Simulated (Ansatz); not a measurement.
# C₂H₄BNO: small, medium and large basis sets

Aim: see how fast density functionals converge with the basis set for C₂H₄BNO.

Computed with Ansatz 0.2.0, Gaussian basis. Level: one geometry, several basis sets.

The runs, in order: PBE0-D4/def2-SVP; ωB97M-V/def2-SVP; PBE0-D4/def2-QZVPP; ωB97M-V/def2-QZVPP; the functionals' def2-TZVPP values are taken from earlier runs.

## 1. The geometry

All runs share one geometry, relaxed beforehand with PBE0-D4 in a triple-zeta def2 set.

SMILES `NB1CC1=O`, 9 atoms, charge 0, spin multiplicity 1.

Atoms are counted from 1 here; the program's logs count them from 0.

Bond lengths: N1–B2 1.371 Å, N1–H6 1.008 Å, N1–H7 1.006 Å, B2–C3 1.566 Å, B2–C4 1.538 Å, C3–C4 1.515 Å, C3–H8 1.090 Å, C3–H9 1.094 Å, C4–O5 1.197 Å. Angles: B2–N1–H6 122.9°, B2–N1–H7 122.9°, H6–N1–H7 114.2°, N1–B2–C3 146.1°, N1–B2–C4 155.4°, C3–B2–C4 58.4°, B2–C3–C4 59.9°, B2–C3–H8 126.2°, B2–C3–H9 114.8°, C4–C3–H8 119.9°, C4–C3–H9 113.5°, H8–C3–H9 112.4°, B2–C4–C3 61.7°, B2–C4–O5 158.2°, C3–C4–O5 139.3°.

Coordinates:

```mol
C2H4BNO
  3D, bonds by distance, orders not assigned

  9  9  0  0  0  0  0  0  0  0999 V2000
   -0.6769    1.4211   -0.6459 N   0  0
   -0.0548    0.2668   -0.2439 B   0  0
    0.1467   -0.7655    0.9166 C   0  0
    0.8215   -0.9850   -0.4224 C   0  0
    1.4604   -1.8225   -0.9908 O   0  0
   -1.3201    1.9296   -0.0599 H   0  0
   -0.5305    1.8330   -1.5525 H   0  0
   -0.5920   -1.4814    1.2773 H   0  0
    0.8343   -0.4425    1.7044 H   0  0
  1  2  8  0
  2  3  8  0
  3  4  8  0
  4  5  8  0
  1  6  8  0
  1  7  8  0
  3  8  8  0
  3  9  8  0
  2  4  8  0
M  END
```

## 2. PBE0-D4 in def2-SVP

in.yaml

```yaml
crystal:
  periodic: [false, false, false]
  atoms:
    - {symbol: N, position_ang: [-0.676926, 1.421080, -0.645907]}
    - {symbol: B, position_ang: [-0.054815, 0.266833, -0.243913]}
    - {symbol: C, position_ang: [0.146716, -0.765467, 0.916586]}
    - {symbol: C, position_ang: [0.821512, -0.985002, -0.422390]}
    - {symbol: O, position_ang: [1.460367, -1.822481, -0.990804]}
    - {symbol: H, position_ang: [-1.320068, 1.929625, -0.059896]}
    - {symbol: H, position_ang: [-0.530507, 1.833031, -1.552477]}
    - {symbol: H, position_ang: [-0.592042, -1.481437, 1.277317]}
    - {symbol: H, position_ang: [0.834263, -0.442480, 1.704382]}
basis:
  gaussian: {orbitals: def2-SVP}
hamiltonian: {xc: pbe0, dispersion: d4}
output: {orbitals: {seedname: orbitals}}
```

Started as:

```
$ ansatz run in.yaml --threads 2 --pin off --events-out ev --progress --plain --max-ram 4352MiB
```

Further steps of the session: ωB97M-V in def2-SVP; PBE0-D4 in def2-QZVPP; ωB97M-V in def2-QZVPP.

**Question.** What will the summary of the whole plan be? Wanted: PBE0-D4: double and triple zeta above quadruple; ωB97M-V: double and triple zeta above quadruple.

The runs gave:

```
                                       quantity          value
PBE0-D4: double and triple zeta above quadruple  7.53, 0.35 eV
ωB97M-V: double and triple zeta above quadruple  7.75, 0.32 eV
```

In words: For PBE0-D4 the step from double to triple zeta gains 7.18 eV and the next only 0.35 eV. These are total energies; as a rule much of such shifts cancels in differences, which this series doesn't test.
